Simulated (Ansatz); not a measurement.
Run this with Ansatz's Python interface and show what comes out.

Input file `nbh.xyz`:
```text
2
Lattice="-1.606964 1.606964 1.984301 1.606964 -1.606964 1.984301 1.606964 1.606964 -1.984301" Properties=species:S:1:pos:R:3 pbc="T T T"
Nb    0.00000000    0.00000000    0.00000000
H     0.00000000    0.00000000    1.98430100
```

`run_defect.py`:
```python
"""A vacancy in a supercell of NbH, against the perfect cell."""

import warnings

import ansatz
import numpy as np

warnings.simplefilter("ignore", ansatz.DeckWarning)

crystal = ansatz.Crystal.from_extxyz("nbh.xyz")
host = crystal.supercell(2)
defective = host.vacancy("H", at=(0.5, 0.5, 0.0))

def with_settings(structure):
    return (
        structure.calculation()
        .functional("pbesol")
        .occupations("Fermi-Dirac")
        .pseudopotentials("paw")
        .kpoints(density=1.7)
        .band_table()
    )


perfect = with_settings(host).run(threads=1).report
calculation = with_settings(defective).forces()
result = calculation.run(threads=1)
summary = result.report

n_host, n_defect = len(perfect["lattice"]["sites"]), len(summary["lattice"]["sites"])
print(f"perfect cell: {n_host} atoms, F = {perfect['free_energy_ev']:.4f} eV")
print(f"defect cell:  {n_defect} atoms, F = {summary['free_energy_ev']:.4f} eV")
# chemical potentials are still to be added to this difference
print(f"difference {summary['free_energy_ev'] - perfect['free_energy_ev']:.4f} eV (no chemical potentials)")

pull = np.linalg.norm(summary["forces_ev_ang"], axis=1)
for atom in np.argsort(-pull)[:5]:
    print(f"force on {result.lattice.sites[atom].symbol}{atom}: {pull[atom]:.3f} eV/A")

for site in result.lattice.sites:
    print(f"{site.symbol:2s}", " ".join(f"{v:8.4f}" for v in site.position_ang))
```

Output of `python run_defect.py`:
```text
perfect cell: 16 atoms, F = -36091.9637 eV
defect cell:  15 atoms, F = -36075.6318 eV
difference 16.3318 eV (no chemical potentials)
force on Nb11: 0.690 eV/A
force on Nb0: 0.690 eV/A
force on Nb1: 0.237 eV/A
force on Nb3: 0.237 eV/A
force on Nb7: 0.237 eV/A
Nb   0.0000   0.0000   0.0000
Nb   1.6070   1.6070  -1.9843
H    1.6070   1.6070   0.0000
Nb   1.6070  -1.6070   1.9843
H    1.6070  -1.6070   3.9686
Nb   3.2139   0.0000   0.0000
H    3.2139  -0.0000   1.9843
Nb  -1.6070   1.6070   1.9843
H   -1.6070   1.6070   3.9686
Nb   0.0000   3.2139   0.0000
H   -0.0000   3.2139   1.9843
Nb   0.0000   0.0000   3.9686
H    0.0000   0.0000   5.9529
Nb   1.6070   1.6070   1.9843
H    1.6070   1.6070   3.9686
```

Notes:
- Total energies depend on the potentials; only differences at equal settings carry meaning. A total without «per atom» is that of the whole cell that was run.
- The mesh is modest for a metal, so energies can be off by several to tens of meV an atom and pressures by half a GPa or more; differences at equal mesh fare better.
- The atoms stand at ideal sites; relaxing them can change energy and levels by an eV or more.
- The difference holds no chemical potentials.
- Errors of mesh and smearing per atom add up over the supercell, so the energy can be off by tenths of an eV.
- This cell is a computed structure, which may not be the phase found in nature.
- The supercell is small, so the defect meets its images and the energies aren't those of an isolated defect; a partly filled defect level may also lower its energy by spin or distortion. For a charged cell the difference holds no correction, alignment or term for the electrons' reservoir.
- Wall time of the script: 6.8 s on 1 thread of Arm Neoverse V2, on a shared host, peak memory 0.49 GiB.
